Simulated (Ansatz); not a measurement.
# HfMoC2 (P4/mmm) in Ansatz: notebook, part 2 of 2

Ansatz 0.2.0. The steps go on from the part before.

### 3 Single point, PBE0

input

```
crystal:
  lattice:
    - [3.191423, 0.0, 0.0]
    - [0.0, 3.191423, 0.0]
    - [0.0, 0.0, 4.485164]
  atoms:
    - { symbol: Hf, position: [0.0, 0.0, 0.0] }
    - { symbol: Mo, position: [0.5, 0.5, 0.5] }
    - { symbol: C, position: [0.5, 0.5, 0.0] }
    - { symbol: C, position: [0.0, 0.0, 0.5] }
hamiltonian:
  xc: pbe0
  pseudopotentials: { kind: paw }
kpoints:
  mp_grid: { grid: [6, 6, 4] }
scf:
  occupations: { method: fermi_dirac, width: 0.05 }
output:
  forces: true
  stress: true
  eigenvalues: true
```

Potentials or basis: Ansatz PAW.

Output:

```text
Warning: output.stress: scf.convergence.dr2_threshold = 1e-7 eV (the SCF's general default) is looser than the 4e-10 eV advised for a printed stress (1e-10 eV for each atom of the cell: 4). What an SCF threshold leaves in a stress goes as its square root, and in the free energy as the threshold itself, and one threshold admits the most on a small cell: of the crystals measured, under no hybrid functional and no lock of the moments, on runs that ended without the residual-converged pass, on stresses that held no estimate of that error, the worst erred by over 100 MPa in a component at 1e-7 eV an atom and by under 5 at 1e-10. Set scf.convergence.dr2_threshold to 4e-10 eV or tighter. The threshold is an SCF's pass mark: one that does not reach it within its budget of iterations ends unconverged, or closes short of it on a stop that the run arms, and scf.convergence.dr2_threshold's page says what that costs each kind of run
Warning: output.stress: scf.exx.energy_threshold = 1e-6 eV is looser than the 4e-8 eV advised for a stress under a hybrid functional (1e-8 eV for each atom of the cell: 4). Every SCF of the exchange loop can meet its threshold on dr2 while the loop round them stops early: no threshold on dr2 bounds what that leaves in the stress. Set scf.exx.energy_threshold to 4e-8 eV or tighter. The threshold is the loop's pass mark: a loop that does not reach it within its budget of cycles ends unconverged, and scf.exx.energy_threshold's page has the law
GPUs: using 1 of 1 available (devices: 1).
[... 166 lines left out ...]
  k-point 1: bands = ["-46.2485", "-44.8991", "-18.8682", "-18.7819", "-18.7819", "-12.4849", "-12.1197", "-12.1197", "5.0751", "5.1986", "5.1986", "5.2019", "5.2337", "5.2377", "5.2377", "5.3443", "6.7715", "14.5232", "15.8217", "16.7358", "17.9117", "17.9117", "18.3004", "18.3004", "19.6237", "20.0151", "22.2250", "22.2250", "24.6387"]
  k-point 2: bands = ["-46.2479", "-44.9002", "-18.8634", "-18.7815", "-18.7815", "-12.5144", "-12.1211", "-12.1211", "5.1155", "5.1991", "5.1991", "5.2010", "5.2333", "5.2384", "5.2384", "6.4337", "6.4406", "14.0291", "14.4425", "16.0994", "17.5519", "17.5519", "18.0069", "18.0069", "19.0703", "20.0918", "23.4899", "23.4899", "25.3616"]
  k-point 29: bands = ["-46.2056", "-44.8514", "-19.0391", "-19.0391", "-18.8091", "-12.5948", "-12.5948", "-12.3893", "5.1599", "5.1987", "5.1997", "5.1997", "5.2379", "5.2380", "5.2380", "7.3855", "7.6852", "14.7188", "15.0123", "15.0123", "15.1250", "15.1250", "15.1953", "22.0868", "22.0868", "22.8320", "24.5133", "24.5133", "25.0562"]
```

It took 27 s on 1 × NVIDIA H100 80GB HBM3 with 2 threads of AMD EPYC 7R13 (Zen 3), shared host; peak memory 2.6 GiB.

What came out:

| Quantity | Value |
| --- | --- |
| Free energy | -21180.0517 eV |
| Pressure | -6.4 GPa |
| Band gap on the k mesh | none (metal or under the smearing width) |

Stress tensor (GPa, compression positive):
```
-8.05  0.00  0.00
 0.00 -8.05  0.00
 0.00  0.00 -3.02
```

Levels at points of the mesh, in eV from the Fermi level:
| k point | band 22 | band 23 | band 24 | band 25 | band 26 | band 27 |
| --- | --- | --- | --- | --- | --- | --- |
| (0.00, 0.00, 0.00) | -2.03 | -2.03 | -0.77 | -0.56 | -0.33 | -0.33 |
| (0.00, 0.00, -0.50) | -3.15 | -2.70 | -2.70 | -1.64 | -0.61 | 2.78 |
| (0.00, -0.50, 0.00) | -4.97 | -4.83 | -0.97 | 1.56 | 2.84 | 3.96 |
| (0.00, -0.50, -0.50) | -5.66 | -5.57 | 1.53 | 1.55 | 2.45 | 5.57 |
| (-0.50, -0.50, 0.00) | -2.09 | -1.97 | -1.97 | -1.91 | 1.63 | 2.12 |
| (-0.50, -0.50, -0.50) | -5.58 | -5.51 | 1.38 | 1.38 | 2.13 | 3.81 |

Caveat: the PAW data sets come from PBE, with cores solved anew for the run's functional, which leaves a small shift of forces and pressure; the thresholds are loose for stress.

### 4 Relaxation of cell and atoms, PBE0

input, as its differences from that of step 3:

```diff
@@ -21 +21,5 @@
   eigenvalues: true
+relax:
+  f_tol: 0.01
+  max_steps: 40
+  cell: { stress_tol: 0.05 }
```

Run time: 2.1 min. Hardware: 1 × NVIDIA H100 80GB HBM3 with 2 threads of AMD EPYC 7R13 (Zen 3), shared host; peak memory 2.7 GiB.

The run converged. Its results:

| Item | Value |
| --- | --- |
| Free energy | -21180.0762 eV |
| Relaxed volume | 11.17 Å³/atom |
| Relaxed cell | a = 3.159 Å, b = 3.159 Å, c = 4.480 Å, α = 90.00°, β = 90.00°, γ = 90.00° |
| Space group after relaxing (to 0.05 Å) | P4/mmm (No. 123) |
| Energy gained by relaxing | 6.1 meV/atom |
| Ionic steps | 5 |
| Pressure after relaxing | 0.0 GPa |
| Band gap on the k mesh | none (metal or under the smearing width) |

Step by step:
```
step  energy change (eV)  largest force (eV/Å)  volume (Å³)
   1              0.0000                0.0000        45.68
   2             -0.0196                0.0000        44.12
   3             -0.0259                0.0000        44.71
   4             -0.0260                0.0000        44.70
   5             -0.0245                0.0000        44.70
```

Final structure:
```
Hf Mo C
1.0
     3.15886    0.00000    0.00000
     0.00000    3.15886    0.00000
     0.00000    0.00000    4.47962
Hf Mo C
1 1 2
Direct
  0.00000 0.00000 0.00000
  0.50000 0.50000 0.50000
  0.50000 0.50000 0.00000
  0.00000 0.00000 0.50000
```

Levels at points of the mesh, in eV from the Fermi level:
```
              k point  band 22  band 23  band 24  band 25  band 26  band 27
   (0.00, 0.00, 0.00)    -2.08    -2.08    -0.79    -0.71    -0.41    -0.35
  (0.00, 0.00, -0.50)    -3.15    -2.73    -2.73    -1.79    -0.64     2.76
  (0.00, -0.50, 0.00)    -5.15    -4.98    -0.98     1.61     2.92     3.98
 (0.00, -0.50, -0.50)    -5.79    -5.74     1.50     1.59     2.50     5.66
 (-0.50, -0.50, 0.00)    -2.16    -2.01    -2.01    -1.99     1.63     2.19
(-0.50, -0.50, -0.50)    -5.63    -5.59     1.32     1.32     2.20     3.68
```

Caveat: the plane-wave basis is chosen anew once the cell has moved, so the energies of steps on either side of that aren't comparable; the PAW data sets come from PBE, with cores solved anew for the run's functional, which leaves a small shift of forces and pressure.

### 5 Summary

```tsv
task	level	cell	gap on the mesh (eV)	pressure (GPa)	relaxed volume (Å³/atom)
relaxation of cell and atoms	HSE06	relaxed	none	0.0	11.17
single point	PBE0	as given	none	-6.4	-
relaxation of cell and atoms	PBE0	relaxed	none	0.0	11.17
```

Alike in all rows: potentials or basis Ansatz PAW; no spin polarisation; k mesh 6 × 6 × 4; cutoff (eV) 420; smearing fermi-dirac 0.05 eV.

Caveats: the PAW data sets come from PBE, with cores solved anew for the run's functional, which leaves a small shift of forces and pressure; the plane-wave basis is chosen anew once the cell has moved, so the energies of steps on either side of that aren't comparable (some runs); the thresholds are loose for stress (some runs).

Total energies depend on the potentials used, so only differences within one code and one set of settings carry meaning.
